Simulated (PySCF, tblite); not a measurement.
**C7H5O radical: geometry, infrared bands and EPR parameters**

Aim: predict the infrared bands and EPR parameters of C7H5O radical (`C#C/[C]=C(\C#C)OC`).

Computed with tblite 0.8.0 and PySCF 2.14.0, with density-fitted response routines of our own, on a single molecule in the gas phase. Atoms are numbered from 0 throughout.

### Step 1. The molecule as given

13 atoms, charge 0, multiplicity 2; geometry from: force field or distance geometry start.

Bonds of the start (Å): C0–C1 1.24, C1–C2 1.43, C2–C3 1.33, C3–C4 1.43, C4–C5 1.21, C3–O6 1.38, O6–C7 1.42, C0–H8 1.06, C5–H9 1.07, C7–H10 1.12, C7–H11 1.10, C7–H12 1.13.

### Step 2. Geometry optimisation with GFN2-xTB

The job: settings as JSON, then the geometry in Å.

```
{"job": {"kind": "relax", "xc": "GFN2-xTB", "basis": "xTB"}, "charge": 0, "multiplicity": 2}
C      3.362200    -0.506900    -0.231900
C      2.384900     0.248600    -0.253500
C      1.243900     1.117600    -0.238400
C      0.033400     0.620800    -0.449300
C     -1.082200     1.515100    -0.423400
C     -2.022600     2.276800    -0.440600
O     -0.064600    -0.739100    -0.647000
C     -1.096200    -1.452300     0.011200
H      4.202800    -1.145700    -0.231400
H     -2.841200     2.962400    -0.432400
H     -1.064200    -2.541100    -0.249000
H     -0.993200    -1.302700     1.099100
H     -2.067400    -1.052900    -0.392400
```

On the command line:

```bash
> OMP_NUM_THREADS=1 python probes_run.py task.json out
```

This one command runs all jobs of the session in turn.

**Question.** This job is followed by: GFN2-xTB harmonic vibrations, gas phase; UKS B3LYP, pcH-1 on C H O, non-relativistic, mean-field spin-orbit, GIAO. What will the session give for the following? strongest single infrared mode (GFN2-xTB); zero-point energy (GFN2-xTB); g(iso) (B3LYP); ⟨S²⟩; largest a(iso) (averaged by class); potential on the surface of density 0.002 e/bohr³, 1st and 99th percentile.

The runs gave:

| quantity | value |
| --- | --- |
| strongest single infrared mode (GFN2-xTB) | 1202 cm⁻¹, 335 km/mol |
| zero-point energy (GFN2-xTB) | 54.2 kcal/mol |
| g(iso) (B3LYP) | 2.00225 |
| ⟨S²⟩ | 0.784 (exact 0.75) |
| largest a(iso) (averaged by class) | 13C on C2, 78.2 MHz |
| potential on the surface of density 0.002 e/bohr³, 1st and 99th percentile | -1.15 V and 1.65 V |

**Reading.** Relaxing lowered the energy by 0.807 eV in 128 steps; the close pair that moved most is C1–C2, from 1.434 to 1.307 Å. No mode is imaginary among the 33: a minimum at this level. The strongest single mode, at 1202 cm⁻¹, moves mainly C3 and O6. GFN2-xTB is a fitted tight-binding method: band positions and strengths are rough. Its intensities can rank the bands wrongly. The largest spin populations lie on C2 (0.74 e), C0 (0.64 e). The isotropic g lies 0.1 ppt below the free-electron value. These values are for one conformer; the search (at its own cheap level) found 2 more, at 0.01, 0.07 kcal/mol (those within 0.05 may be mirror or relabelled copies), and measured spectra average over such forms.
